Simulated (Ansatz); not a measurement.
Geometry optimisation, DFT PBE, scalar-relativistic, plane waves, PAW in Ansatz.

input.yaml

```yaml
crystal:
  lattice:
    - [0.0, 3.57, 3.57]
    - [3.57, 0.0, 3.57]
    - [3.57, 3.57, 0.0]
  atoms:
    - { symbol: C, position: [0.0, 0.0, 0.0] }
    - { symbol: C, position: [0.125, 0.125, 0.125] }
    - { symbol: C, position: [0.0, 0.0, 0.5] }
    - { symbol: C, position: [0.125, 0.125, 0.625] }
    - { symbol: C, position: [0.0, 0.5, 0.0] }
    - { symbol: C, position: [0.125, 0.625, 0.125] }
    - { symbol: C, position: [0.0, 0.5, 0.5] }
    - { symbol: C, position: [0.125, 0.625, 0.625] }
    - { symbol: C, position: [0.5, 0.0, 0.0] }
    - { symbol: C, position: [0.625, 0.125, 0.125] }
    - { symbol: C, position: [0.5, 0.0, 0.5] }
    - { symbol: C, position: [0.625, 0.125, 0.625] }
    - { symbol: C, position: [0.5, 0.5, 0.0] }
    - { symbol: C, position: [0.625, 0.625, 0.125] }
    - { symbol: C, position: [0.5, 0.5, 0.5] }
    - { symbol: C, position: [0.625, 0.625, 0.625] }
    - { symbol: H, position: [0.87871051, 0.36414703, 0.86607855], spin: 1.0 }
magnetization:
  spin_polarized: true
basis:
  ecutwfc: 420.0
kpoints:
  mp_grid: { grid: [3, 3, 3] }
hamiltonian:
  xc: pbe
scf:
  occupations: { method: gaussian, width: 0.05 }
  lower_state_search: "off"
relax:
  f_tol: 0.03
  max_steps: 60
  adjacent_minimum: "off"
```

Run as:

```bash
$ ansatz run input.yaml --threads 2 --pin off --max-ram 5120MiB --backend cpu --events-out ev --progress --plain --runs-dir out
```

Question: Where does it end, and by what steps?

Answer: The forces met the threshold. The force dipped under the threshold on the way, but the program's further checks kept it going. Limits of this set-up: coarse k mesh, a small cell, in which the defect meets its images, a typed lattice constant that wasn't relaxed here. After 4 steps the energy has fallen by 0.090 eV; H17 moved furthest, 0.07 Å.

```csv
step,energy less start (eV),largest force component (eV/Å),accepted
0,0.0000,1.403,yes
1,-0.0709,0.502,yes
2,-0.0865,0.127,yes
3,-0.0898,0.003,yes
4,-0.0898,0.003,yes
```

```xyz
17
Lattice="0.0000 3.5700 3.5700 3.5700 0.0000 3.5700 3.5700 3.5700 0.0000" Properties=species:S:1:pos:R:3
C -0.004 -0.002 -0.001
C 0.888 0.913 0.891
C 1.778 1.787 0.001
C 2.652 2.676 0.891
C 1.781 -0.001 1.783
C 2.673 0.891 2.676
C 3.566 1.784 1.783
C 4.458 2.676 2.698
C -0.001 1.787 1.781
C 0.888 2.676 2.654
C 1.778 3.566 1.781
C 2.673 4.461 2.676
C 1.781 1.784 3.569
C 2.695 2.676 4.461
C 3.569 3.566 3.571
C 4.458 4.440 4.461
H 4.457 6.247 4.461
```

Whether the end is a true minimum wasn't checked by a vibrational analysis.

Time of the run: 64 s on 2 threads of Arm Neoverse V2 (shared host), peak memory 0.56 GiB.
